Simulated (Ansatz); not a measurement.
**C2H7FO2Si: molecular dynamics**

Aim: follow the molecule's vibrations and see whether its bonds hold. The start is relaxed first. Runs: 600 steps of 0.25 fs under a Langevin thermostat, set from 300 K to 900 K by a schedule. SMILES of the start: CC(O)(F)[SiH2]O.

All numbers below are computed with Ansatz 0.2.0 (RKS PBE-D4/STO-3G).

## Step 1: The structure to begin with

Bond lengths: C1–C2 1.523 Å, C2–O3 1.403 Å, C2–F4 1.411 Å, C2–Si5 1.920 Å, Si5–O6 1.690 Å, C1–H7 1.072 Å, C1–H8 1.050 Å, C1–H9 1.175 Å, O3–H10 1.012 Å, Si5–H11 1.475 Å, Si5–H12 1.475 Å, O6–H13 0.958 Å. Angles (14 of 20 angles, heavy atoms first): C1–C2–O3 105.4°, C1–C2–F4 109.3°, C1–C2–Si5 116.3°, O3–C2–F4 101.9°, O3–C2–Si5 115.2°, F4–C2–Si5 107.7°, C2–Si5–O6 112.6°, C2–C1–H7 111.9°, C2–C1–H8 111.1°, C2–C1–H9 109.0°, C2–O3–H10 103.4°, C2–Si5–H11 110.0°, C2–Si5–H12 109.1°, O6–Si5–H11 107.9°.

As a file:

```xyz
13

C    -0.2338   -0.7550    1.3865
C     0.5333   -0.1622    0.2116
O     1.6261   -1.0190    0.0108
F     1.1683    1.0291    0.6237
Si   -0.4929    0.2375   -1.3607
O    -1.5573    1.5293   -1.1289
H     0.3826   -0.8501    2.2584
H    -0.6791   -1.6687    1.1247
H    -1.0834   -0.0087    1.7052
H     2.4169   -0.4651    0.3124
H    -1.2886   -0.9400   -1.7562
H     0.4222    0.6453   -2.4431
H    -1.1939    2.3928   -0.9296
```

## Step 2: Preparing the start

File input.yaml:

```yaml
crystal:
  periodic: [false, false, false]
  atoms:
    - { symbol: C, position_ang: [-0.2338, -0.755, 1.3865] }
    - { symbol: C, position_ang: [0.5333, -0.1622, 0.2116] }
    - { symbol: O, position_ang: [1.6261, -1.019, 0.0108] }
    - { symbol: F, position_ang: [1.1683, 1.0291, 0.6237] }
    - { symbol: Si, position_ang: [-0.4929, 0.2375, -1.3607] }
    - { symbol: O, position_ang: [-1.5573, 1.5293, -1.1289] }
    - { symbol: H, position_ang: [0.3826, -0.8501, 2.2584] }
    - { symbol: H, position_ang: [-0.6791, -1.6687, 1.1247] }
    - { symbol: H, position_ang: [-1.0834, -0.0087, 1.7052] }
    - { symbol: H, position_ang: [2.4169, -0.4651, 0.3124] }
    - { symbol: H, position_ang: [-1.2886, -0.94, -1.7562] }
    - { symbol: H, position_ang: [0.4222, 0.6453, -2.4431] }
    - { symbol: H, position_ang: [-1.1939, 2.3928, -0.9296] }
basis:
  gaussian: { orbitals: STO-3G }
hamiltonian:
  xc: pbe
  dispersion: d4
relax:
  f_tol: 0.02
  max_steps: 40
scf:
  lower_state_search: "off"
```

Launch:

```sh
> ansatz run input.yaml --threads 1 --pin off --max-ram 2048MiB --backend cpu --events-out ev --progress --plain --runs-dir out
```

Standard output (excerpt; [...] marks lines left out):

```text
Warning: RAYON_NUM_THREADS=1 ignored (pool sized by the plan → 1); use --threads N
[...]
Functional definition: PBE
[...]
605 factors; integrals over basis functions are off by at most 1.5e-5 eV
[...]
mean field -16647.61593676 eV, -611.7886015166 hartree, gradient 7.2e-6 eV, S^2 0.000000; 0 other end points of the search recorded, 0 dependent functions left out
[...]
reference -16647.61596185 eV, -611.7886024385 hartree; 29, 29 occupied and 12, 12 virtual orbitals, 605 factors
relax step   1: F+E_penalty+E_count = -16647.87989257 eV  Δ(F+E_penalty+E_count) = +0.000e0 eV  max|allowed force component| = 3.959e0 eV/Å  Δτ_max = 0.0000 Å  (14 SCF iters, accepted)
[...]
relax step   4: F+E_penalty+E_count = -16648.83619480 eV  Δ(F+E_penalty+E_count) = -2.551e-2 eV  max|allowed force component| = 3.915e-1 eV/Å  Δτ_max = 0.1571 Å  (18 SCF iters, accepted)
[...]
relax step   7: F+E_penalty+E_count = -16648.91331570 eV  Δ(F+E_penalty+E_count) = -4.807e-2 eV  max|allowed force component| = 3.010e-1 eV/Å  Δτ_max = 0.1993 Å  (18 SCF iters, accepted)
[...]
relax step  10: F+E_penalty+E_count = -16648.95270412 eV  Δ(F+E_penalty+E_count) = -3.472e-3 eV  max|allowed force component| = 7.346e-2 eV/Å  Δτ_max = 0.0184 Å  (18 SCF iters, accepted)
[...]
relax step  12: F+E_penalty+E_count = -16648.95385591 eV  Δ(F+E_penalty+E_count) = -4.651e-4 eV  max|allowed force component| = 2.496e-2 eV/Å  Δτ_max = 0.0207 Å  (18 SCF iters, accepted)
[...]
relax step  13: F+E_penalty+E_count = -16648.95400444 eV  Δ(F+E_penalty+E_count) = -1.485e-4 eV  max|allowed force component| = 1.984e-2 eV/Å  Δτ_max = 0.0163 Å  (19 SCF iters, accepted)
Total energy: -16648.95402852 eV, -611.8377754818 hartree
Atom 0 at    -0.205269    -0.630543     1.381615 Å, force     0.012607     0.005604     0.010876 eV/Å
Atom 1 at     0.628277     0.012481     0.190207 Å, force     0.019844    -0.008681    -0.013276 eV/Å
Atom 2 at     1.704255    -0.892095    -0.267582 Å, force    -0.016772     0.013605     0.010177 eV/Å
Atom 3 at     1.198987     1.228513     0.671924 Å, force    -0.002339    -0.005092     0.001939 eV/Å
Atom 4 at    -0.484322     0.285777    -1.395496 Å, force    -0.003924     0.005115    -0.001504 eV/Å
Atom 5 at    -1.775649     1.394192    -1.081483 Å, force    -0.000607    -0.001561    -0.002413 eV/Å
Atom 6 at     0.438709    -0.771674     2.272203 Å, force    -0.002706    -0.001081     0.000704 eV/Å
Atom 7 at    -0.610017    -1.613740     1.077339 Å, force    -0.007058    -0.004952    -0.002498 eV/Å
Atom 8 at    -1.050617     0.026709     1.661818 Å, force    -0.000867    -0.000545     0.000018 eV/Å
Atom 9 at     2.187226    -1.114892     0.627328 Å, force     0.000500     0.000581    -0.002626 eV/Å
Atom 10 at    -1.136406    -0.965244    -1.755103 Å, force    -0.000400    -0.001235    -0.001556 eV/Å
Atom 11 at     0.392959     0.731194    -2.481239 Å, force     0.001730    -0.001101     0.000018 eV/Å
Atom 12 at    -1.267734     2.274522    -0.886732 Å, force    -0.000008    -0.000657     0.000140 eV/Å
Dipole moment:     0.074939     0.036774     0.185780 e Å
Checks for a lower state left out: stability, starts, cluster_reference, orbital_swaps, neighbouring_geometries, increment
```

Wall time 29 s (1 thread of Arm Neoverse V2, shared host); peak memory 0.14 GiB.

The steps of the relaxation:

| step | energy from step 1 (eV) | largest force component (eV/Å) |
| --- | --- | --- |
| 1 | 0.0000 | 3.9590 |
| 2 | -0.8257 | 1.4551 |
| 3 | -0.9308 | 0.5577 |
| 4 | -0.9563 | 0.3915 |
| 5 | -0.9764 | 0.3113 |
| 6 | -0.9854 | 0.7888 |
| 7 | -1.0334 | 0.3010 |
| 8 | -1.0546 | 0.6100 |
| 9 | -1.0693 | 0.2103 |
| 10 | -1.0728 | 0.0735 |
| 11 | -1.0735 | 0.0490 |
| 12 | -1.0740 | 0.0250 |
| 13 | -1.0741 | 0.0198 |

Step 1 is the start.

After: Bond lengths: C1–C2 1.590 Å, C2–O3 1.478 Å, C2–F4 1.427 Å, C2–Si5 1.956 Å, Si5–O6 1.731 Å, C1–H7 1.108 Å, C1–H8 1.106 Å, C1–H9 1.107 Å, O3–H10 1.041 Å, Si5–H11 1.456 Å, Si5–H12 1.465 Å, O6–H13 1.035 Å. Angles (14 of 20 angles, heavy atoms first): C1–C2–O3 111.5°, C1–C2–F4 107.5°, C1–C2–Si5 111.5°, O3–C2–F4 109.6°, O3–C2–Si5 104.4°, F4–C2–Si5 112.5°, C2–Si5–O6 111.5°, C2–C1–H7 110.4°, C2–C1–H8 110.2°, C2–C1–H9 110.5°, C2–O3–H10 101.7°, C2–Si5–H11 109.6°, C2–Si5–H12 107.6°, O6–Si5–H11 105.1°.

## Step 3: Dynamics

600 steps of 0.25 fs under a Langevin thermostat, set from 300 K to 900 K by a schedule, from the relaxed start.

File input.yaml:

```yaml
crystal:
  periodic: [false, false, false]
  atoms:
    - { symbol: C, position_ang: [-0.205269, -0.630543, 1.381615] }
    - { symbol: C, position_ang: [0.628277, 0.012481, 0.190207] }
    - { symbol: O, position_ang: [1.704255, -0.892095, -0.267582] }
    - { symbol: F, position_ang: [1.198987, 1.228513, 0.671924] }
    - { symbol: Si, position_ang: [-0.484322, 0.285777, -1.395496] }
    - { symbol: O, position_ang: [-1.775649, 1.394192, -1.081483] }
    - { symbol: H, position_ang: [0.438709, -0.771674, 2.272203] }
    - { symbol: H, position_ang: [-0.610017, -1.61374, 1.077339] }
    - { symbol: H, position_ang: [-1.050617, 0.026709, 1.661818] }
    - { symbol: H, position_ang: [2.187226, -1.114892, 0.627328] }
    - { symbol: H, position_ang: [-1.136406, -0.965244, -1.755103] }
    - { symbol: H, position_ang: [0.392959, 0.731194, -2.481239] }
    - { symbol: H, position_ang: [-1.267734, 2.274522, -0.886732] }
basis:
  gaussian: { orbitals: STO-3G }
hamiltonian:
  xc: pbe
  dispersion: d4
md:
  timestep: 0.25
  n_steps: 600
  ensemble: nvt_langevin
  temperature: 300.0
  initial_velocities: maxwell_boltzmann
  seed: 17035
  friction: 0.005
  temperature_schedule:
    - { n_steps: 150, end_temperature: 300.0 }
    - { n_steps: 450, end_temperature: 900.0 }
scf:
  lower_state_search: "off"
```

Launch:

```sh
> ansatz run input.yaml --threads 1 --pin off --max-ram 2048MiB --backend cpu --events-out ev --progress --plain --runs-dir out
```

Standard output (excerpt; [...] marks lines left out):

```text
Warning: RAYON_NUM_THREADS=1 ignored (pool sized by the plan → 1); use --threads N
[...]
[... 1 set-up line as earlier in the session ...]
[...]
604 factors; integrals over basis functions are off by at most 1.4e-5 eV
[...]
mean field -16648.69074353 eV, -611.8280999367 hartree, gradient 2.9e-6 eV, S^2 0.000000; 0 other end points of the search recorded, 0 dependent functions left out
[...]
reference -16648.69076747 eV, -611.8281008168 hartree; 29, 29 occupied and 12, 12 virtual orbitals, 604 factors
md step     0: t =     0.00 fs  T =   276.9 K (target 300.0 K)  F+E_penalty+E_count = -16648.95399317 eV  E_kin = 0.465336 eV  (15 SCF iters)
[...]
md step    21: t =     5.25 fs  T =   209.6 K (target 300.0 K)  F+E_penalty+E_count = -16648.78654526 eV  E_kin = 0.352216 eV  (14 SCF iters)
[...]
md step    42: t =    10.50 fs  T =   161.6 K (target 300.0 K)  F+E_penalty+E_count = -16648.70389953 eV  E_kin = 0.271601 eV  (13 SCF iters)
[...]
md step    63: t =    15.75 fs  T =   160.0 K (target 300.0 K)  F+E_penalty+E_count = -16648.69170089 eV  E_kin = 0.268925 eV  (13 SCF iters)
[...]
md step    84: t =    21.00 fs  T =   183.0 K (target 300.0 K)  F+E_penalty+E_count = -16648.68528716 eV  E_kin = 0.307576 eV  (13 SCF iters)
md step    85: t =    21.25 fs  T =   168.7 K (target 300.0 K)  F+E_penalty+E_count = -16648.67326508 eV  E_kin = 0.283536 eV  (13 SCF iters)
md step    86: t =    21.50 fs  T =   166.3 K (target 300.0 K)  F+E_penalty+E_count = -16648.66563385 eV  E_kin = 0.279379 eV  (13 SCF iters)
```

## Step 4: The output, continued: dynamics from the start

Output, continued (excerpt; [...] marks lines left out):

```text
md step    87: t =    21.75 fs  T =   169.1 K (target 300.0 K)  F+E_penalty+E_count = -16648.66235296 eV  E_kin = 0.284208 eV  (13 SCF iters)
[...]
md step   116: t =    29.00 fs  T =   173.6 K (target 300.0 K)  F+E_penalty+E_count = -16648.68115760 eV  E_kin = 0.291752 eV  (13 SCF iters)
[...]
md step   145: t =    36.25 fs  T =   148.9 K (target 300.0 K)  F+E_penalty+E_count = -16648.68222127 eV  E_kin = 0.250252 eV  (13 SCF iters)
[...]
md step   174: t =    43.50 fs  T =   224.9 K (target 331.3 K)  F+E_penalty+E_count = -16648.73698308 eV  E_kin = 0.377923 eV  (14 SCF iters)
[...]
md step   201: t =    50.25 fs  T =   195.8 K (target 367.3 K)  F+E_penalty+E_count = -16648.69458841 eV  E_kin = 0.328982 eV  (13 SCF iters)
md step   202: t =    50.50 fs  T =   201.6 K (target 368.7 K)  F+E_penalty+E_count = -16648.68640946 eV  E_kin = 0.338701 eV  (13 SCF iters)
```

## Step 5: The output, continued: dynamics from the start

The log, continued (excerpt; [...] marks lines left out):

```text
md step   203: t =    50.75 fs  T =   205.1 K (target 370.0 K)  F+E_penalty+E_count = -16648.68173550 eV  E_kin = 0.344589 eV  (13 SCF iters)
[...]
md step   226: t =    56.50 fs  T =   178.5 K (target 400.7 K)  F+E_penalty+E_count = -16648.66616061 eV  E_kin = 0.299908 eV  (13 SCF iters)
[...]
md step   249: t =    62.25 fs  T =   214.8 K (target 431.3 K)  F+E_penalty+E_count = -16648.66819129 eV  E_kin = 0.360976 eV  (13 SCF iters)
[...]
md step   272: t =    68.00 fs  T =   206.2 K (target 462.0 K)  F+E_penalty+E_count = -16648.66289278 eV  E_kin = 0.346563 eV  (13 SCF iters)
[...]
md step   599: t =   149.75 fs  T =   340.7 K (target 898.0 K)  F+E_penalty+E_count = -16648.43951465 eV  E_kin = 0.572521 eV  (13 SCF iters)
[...]
md step   600: t =   150.00 fs  T =   338.4 K (target 899.3 K)  F+E_penalty+E_count = -16648.44751959 eV  E_kin = 0.568702 eV  (13 SCF iters)
[...]
Atom 5 at    -1.829802     1.199983    -0.865412 Å, force    -0.430272     0.516431     0.296983 eV/Å
Atom 6 at     0.470149    -0.875031     2.375749 Å, force     0.230251     0.174284    -0.712443 eV/Å
Atom 7 at    -0.480350    -1.676681     1.025603 Å, force     0.310818     1.936617     0.549964 eV/Å
Atom 8 at    -0.779020     0.129821     1.595044 Å, force    -0.590586    -0.662582     0.093444 eV/Å
Atom 9 at     2.095477    -1.603433     0.222483 Å, force     0.253732    -0.602427     1.325988 eV/Å
Atom 10 at    -0.819566    -0.760722    -1.775776 Å, force     0.006945    -0.801229    -0.190640 eV/Å
Atom 11 at     0.369312     1.153741    -2.397047 Å, force    -0.138000    -0.173472     0.883293 eV/Å
Atom 12 at    -1.657673     2.213850    -0.916765 Å, force     0.066523     0.152063     0.131766 eV/Å
Dipole moment:     0.047467     0.013469     0.202211 e Å
Checks for a lower state left out: stability, starts, cluster_reference, orbital_swaps, neighbouring_geometries, increment
```

It took 18 min on 1 thread of Arm Neoverse V2, shared host; peak memory 0.08 GiB.

## Step 6: Frames and traces

The trajectory, every 43 steps (energies from step 0):

| time (fs) | T (K) | potential energy change (meV/atom) |
| --- | --- | --- |
| 0.0 | 277 | 0.0 |
| 10.8 | 154 | 20.8 |
| 21.5 | 166 | 22.2 |
| 32.2 | 155 | 22.9 |
| 43.0 | 229 | 16.2 |
| 53.8 | 224 | 18.2 |
| 64.5 | 134 | 30.9 |
| 75.2 | 135 | 30.9 |
| 86.0 | 134 | 33.6 |
| 96.8 | 154 | 27.5 |
| 107.5 | 235 | 18.5 |
| 118.2 | 243 | 26.2 |
| 129.0 | 174 | 39.4 |
| 139.8 | 332 | 32.8 |
| 150.0 | 338 | 39.0 |

time (fs), T (K) and a bar:
```
      0.0        277 #################
      6.5        132 ##
     13.0        118 
     19.5        213 ##########
     26.0        149 ###
     32.5        159 ####
     39.2        198 #########
     45.8        197 #########
     52.2        220 ###########
     58.8        225 ############
     65.2        118 
     71.8        184 #######
     78.2        208 ##########
     84.8        151 ####
     91.2        180 #######
     97.8        180 #######
    104.2        230 ############
    110.8        277 #################
    117.5        236 #############
    124.0        250 ##############
    130.5        224 ############
    137.0        250 ##############
    143.5        392 ##############################
    150.0        338 ########################
```

Maxima of the velocity power spectrum (cm⁻¹, relative height; resolution about 440 cm⁻¹): 330 (100), 830 (91), 3340 (58).

## Step 7: Positions and forces

Extended XYZ, with forces in eV/Å:

```xyz
13
time_fs=18.8 T=179 dE=0.2549
C    -0.193   -0.603    1.298   -0.288    1.589    1.368
C     0.625    0.068    0.166    0.433   -0.885    0.274
O     1.665   -0.898   -0.248    0.664   -0.242   -0.348
F     1.187    1.253    0.716    0.174    0.158   -0.212
Si   -0.444    0.286   -1.410    0.345    0.768   -1.055
O    -1.771    1.336   -0.999    0.099   -0.469   -0.468
H     0.489   -0.778    2.137    0.183   -0.036    0.540
H    -0.620   -1.539    1.036   -0.717   -1.673   -0.809
H    -1.016    0.051    1.654    0.113   -0.015   -0.021
H     1.923   -1.426    0.624   -0.253    0.600   -0.221
H    -1.044   -0.959   -1.829   -0.142   -0.279    0.109
H     0.488    0.720   -2.516   -0.721   -0.025    0.675
H    -1.259    2.191   -0.756    0.110    0.510    0.167
13
time_fs=37.5 T=175 dE=0.2365
C    -0.251   -0.624    1.354   -0.639    2.207   -0.399
C     0.662    0.027    0.193    0.155   -0.260    0.060
O     1.706   -0.931   -0.241    0.252   -0.223    0.553
F     1.240    1.248    0.702   -0.242   -0.819   -0.235
Si   -0.441    0.348   -1.452   -0.300   -0.630    1.431
O    -1.758    1.340   -0.960   -0.632   -0.180   -0.004
H     0.277   -0.814    2.302    0.269    0.093    0.048
H    -0.745   -1.519    1.023   -0.207   -1.322   -0.552
H    -1.099    0.096    1.528    0.587   -0.275    0.279
H     1.975   -1.439    0.649   -0.238    0.637   -0.596
H    -1.014   -0.939   -1.867    0.099    0.298   -0.049
H     0.247    1.011   -2.516    0.774    0.150   -0.610
H    -1.270    2.193   -0.664    0.122    0.324    0.073
13
time_fs=56.2 T=171 dE=0.2968
C    -0.306   -0.564    1.314   -0.481    1.032    1.208
C     0.629   -0.033    0.172    0.486    0.737   -0.819
O     1.752   -0.919   -0.241    0.002   -0.416    1.311
F     1.304    1.133    0.652   -0.419    0.336    0.185
Si   -0.429    0.362   -1.428    0.197    0.718    0.034
O    -1.801    1.331   -0.904    0.151   -0.784   -0.549
H     0.321   -0.740    2.233   -0.747    0.101   -0.312
H    -0.763   -1.490    0.991   -0.233   -1.069   -0.145
H    -1.200    0.144    1.528    1.683   -0.755   -0.234
H     2.296   -0.912    0.684   -0.461   -0.173   -1.099
H    -0.998   -0.818   -2.081    0.039    0.079    0.212
H     0.566    1.003   -2.330   -0.618   -0.048    0.151
H    -1.408    2.259   -0.712    0.402    0.242    0.057
13
time_fs=75.0 T=142 dE=0.3905
C    -0.300   -0.579    1.317   -0.652    2.498    0.870
C     0.682   -0.045    0.156   -1.335   -0.203   -0.213
O     1.730   -0.972   -0.245    1.194   -0.178    0.548
F     1.321    1.092    0.665    0.602    0.876    0.618
Si   -0.413    0.408   -1.377    0.095   -0.863   -0.373
O    -1.811    1.267   -0.884   -0.152    0.521    0.130
H     0.281   -0.756    2.269   -0.626    0.238   -0.576
H    -0.901   -1.456    1.083    0.019   -0.750   -0.474
H    -1.081    0.298    1.433    1.525   -1.661    0.278
H     2.456   -0.621    0.449   -0.349   -0.602   -0.596
H    -0.824   -0.848   -1.960   -0.248   -0.211   -0.150
H     0.331    1.164   -2.358    0.390    0.236   -0.225
H    -1.367    2.200   -0.790   -0.461    0.100    0.164
13
time_fs=93.8 T=189 dE=0.2764
C    -0.232   -0.573    1.338   -1.092    0.631   -0.489
C     0.703   -0.008    0.176    0.154   -0.902   -0.459
O     1.736   -1.093   -0.279   -0.853    1.760    0.965
F     1.385    1.093    0.737    0.415   -0.017   -0.341
Si   -0.422    0.418   -1.400   -0.295   -0.262    0.318
O    -1.863    1.267   -0.879    0.400    0.148   -0.225
H     0.345   -0.825    2.230    0.241    0.098    0.574
H    -0.722   -1.481    0.987   -0.161   -0.701   -0.237
H    -1.087    0.141    1.573    1.125   -0.421   -0.071
H     2.490   -0.800    0.395   -0.103   -0.343   -0.237
H    -0.980   -0.844   -1.921    0.261    0.344    0.129
H     0.419    1.056   -2.431   -0.243    0.064    0.189
H    -1.556    2.240   -0.665    0.152   -0.397   -0.116
13
time_fs=112.5 T=250 dE=0.2307
C    -0.181   -0.625    1.341    0.011    1.176   -1.200
C     0.748   -0.007    0.195   -1.409    1.333    0.212
O     1.650   -0.994   -0.258    1.388   -1.290   -0.995
F     1.495    1.100    0.747   -0.645   -0.357   -0.272
Si   -0.432    0.378   -1.383    0.443    0.580    0.827
O    -1.839    1.267   -0.906   -0.257   -0.001    0.231
H     0.398   -0.750    2.230    0.720   -0.271    1.450
H    -0.592   -1.572    1.020   -0.229   -0.928   -0.314
H    -1.015    0.046    1.524   -0.598    0.497    0.375
H     2.095   -1.284    0.626    0.298   -0.236    0.154
H    -0.893   -0.888   -1.912   -0.160   -0.131   -0.079
H     0.274    1.131   -2.411    0.317   -0.033   -0.137
H    -1.468    2.131   -0.459    0.120   -0.341   -0.252
13
time_fs=131.2 T=227 dE=0.4502
C    -0.139   -0.641    1.359    1.356   -0.681   -1.013
C     0.705    0.114    0.208    1.312   -2.077    0.978
O     1.700   -0.950   -0.323   -0.580    1.061   -0.637
F     1.534    1.116    0.734   -0.341    0.595    0.216
Si   -0.351    0.415   -1.325   -1.133   -0.279   -0.022
O    -1.831    1.229   -0.864    0.623    0.176   -0.286
H     0.510   -0.799    2.232    0.186   -0.020    0.308
H    -0.379   -1.637    0.925   -0.256    0.214    0.299
H    -1.048   -0.172    1.690   -1.073    0.817    0.154
H     1.644   -1.664    0.406    0.107   -0.420    0.601
H    -0.816   -0.921   -1.723    0.141    0.380   -0.173
H     0.532    1.027   -2.304   -0.095    0.223   -0.362
H    -1.434    2.102   -0.462   -0.246    0.012   -0.062
13
time_fs=150.0 T=338 dE=0.5065
C    -0.032   -0.666    1.391   -0.342   -1.273    0.290
C     0.849   -0.023    0.257    0.223    1.168   -0.380
O     1.776   -0.902   -0.430    0.171    0.398   -1.470
F     1.535    1.153    0.744   -0.119   -0.780    0.230
Si   -0.330    0.477   -1.252    0.357   -0.053   -1.048
O    -1.830    1.200   -0.865   -0.430    0.516    0.297
H     0.470   -0.875    2.376    0.230    0.174   -0.712
H    -0.480   -1.677    1.026    0.311    1.937    0.550
H    -0.779    0.130    1.595   -0.591   -0.663    0.093
H     2.095   -1.603    0.223    0.254   -0.602    1.326
H    -0.820   -0.761   -1.776    0.007   -0.801   -0.191
H     0.369    1.154   -2.397   -0.138   -0.173    0.883
H    -1.658    2.214   -0.917    0.067    0.152    0.132
```

## Step 8: What came out

| quantity | value |
| --- | --- |
| relaxation of the start | 12 moves, 1.074 eV lower |
| length | 600 steps of 0.25 fs |
| temperature, first and last step | 277 and 338 K |
| temperature, second half | mean 236 K, from 130 to 431 K |
| potential energy, second half | +28 meV/atom from the start |
| bonds formed or broken | 0 |

What this shows: Under a schedule from 300 to 900 K over 150 fs, the atoms average 345 K over the last tenth of the run. Such a rate, of order 10^16 K/s, is far beyond any furnace or quench, and the atoms lag the set-point. The bonds all hold. Averages from a run of 150 fs with 13 atoms are rough. The nuclei move classically, without zero-point motion, which matters most for hydrogen. In so small a basis the energies are only a sketch.
